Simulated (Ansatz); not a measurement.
# C8H12Sn: the cost of one run

The runs use Ansatz 0.2.0, Gaussian basis; the settings change from run to run.

## (1) The geometry

The structure was relaxed beforehand with PBE0-D4 in a triple-zeta def2 set. Sn takes a core potential in def2 sets; no spin-orbit term is included.

SMILES `C=[CH][Sn]([CH]=C)([CH]=C)[CH]=C`, 21 atoms, charge 0, spin multiplicity 1.

Atoms are counted from 1 here; the program's logs count them from 0.

Bond lengths: C1–C2 1.328 Å, C1–H10 1.087 Å, C1–H11 1.088 Å, C2–Sn3 2.131 Å, C2–H12 1.088 Å, Sn3–C4 2.131 Å, Sn3–C6 2.131 Å, Sn3–C8 2.131 Å, C4–C5 1.329 Å, C4–H13 1.088 Å, C5–H14 1.088 Å, C5–H15 1.087 Å, C6–C7 1.328 Å, C6–H16 1.088 Å, C7–H17 1.087 Å, C7–H18 1.088 Å, C8–C9 1.328 Å, C8–H19 1.088 Å and more. Angles: C2–C1–H10 122.0°, C2–C1–H11 122.0°, H10–C1–H11 116.0°, C1–C2–Sn3 122.2°, C1–C2–H12 118.7°, Sn3–C2–H12 119.1°, C2–Sn3–C4 107.9°, C2–Sn3–C6 111.0°, C2–Sn3–C8 110.2°, C4–Sn3–C6 108.6°, C4–Sn3–C8 111.1°, C6–Sn3–C8 107.9°, Sn3–C4–C5 122.9°, Sn3–C4–H13 118.6°, C5–C4–H13 118.5°, C4–C5–H14 122.0°, C4–C5–H15 122.2°, H14–C5–H15 115.8° and more.

## (2) CAM-B3LYP/def2-mTZVPP

This run has a point charge of 0.50 e beside it.

The input, in.yaml:

```yaml
crystal:
  periodic: [false, false, false]
  atoms:
    - {symbol: C, position_ang: [1.699978, -1.769667, -2.063030]}
    - {symbol: C, position_ang: [1.593107, -1.601217, -0.749979]}
    - {symbol: Sn, position_ang: [0.383957, -0.067742, 0.102268]}
    - {symbol: C, position_ang: [-0.300236, 1.184088, -1.480414]}
    - {symbol: C, position_ang: [-1.416788, 0.944643, -2.159360]}
    - {symbol: C, position_ang: [-1.310080, -0.892930, 1.096991]}
    - {symbol: C, position_ang: [-2.473860, -0.258757, 1.188259]}
    - {symbol: C, position_ang: [1.505794, 1.046150, 1.530596]}
    - {symbol: C, position_ang: [1.053418, 1.281491, 2.756930]}
    - {symbol: H, position_ang: [1.173837, -1.133104, -2.770220]}
    - {symbol: H, position_ang: [2.317872, -2.553564, -2.496063]}
    - {symbol: H, position_ang: [2.145118, -2.268225, -0.090284]}
    - {symbol: H, position_ang: [0.293355, 2.055739, -1.749354]}
    - {symbol: H, position_ang: [-1.748392, 1.591162, -2.969378]}
    - {symbol: H, position_ang: [-2.058534, 0.095541, -1.939091]}
    - {symbol: H, position_ang: [-1.217221, -1.875258, 1.556248]}
    - {symbol: H, position_ang: [-2.635730, 0.721692, 0.747981]}
    - {symbol: H, position_ang: [-3.327229, -0.692396, 1.705747]}
    - {symbol: H, position_ang: [2.483594, 1.433684, 1.250475]}
    - {symbol: H, position_ang: [0.085406, 0.918486, 3.093492]}
    - {symbol: H, position_ang: [1.627834, 1.850786, 3.484783]}
basis:
  gaussian: {orbitals: def2-mTZVPP, point_charges: [{charge: 0.50, position_ang: [6.701, 0.001, 0.964]}]}
hamiltonian: {xc: {name: CAM-B3LYP}}
output: {forces: true}
```

Launch:

```console
> ansatz run in.yaml --threads 4 --pin off --events-out ev --progress --plain --max-ram 66560MiB --backend cpu
```

What time and memory should one allow on 4 threads of AMD EPYC 7R13, shared host?

About 9 s, with a peak of 1.2 GiB.
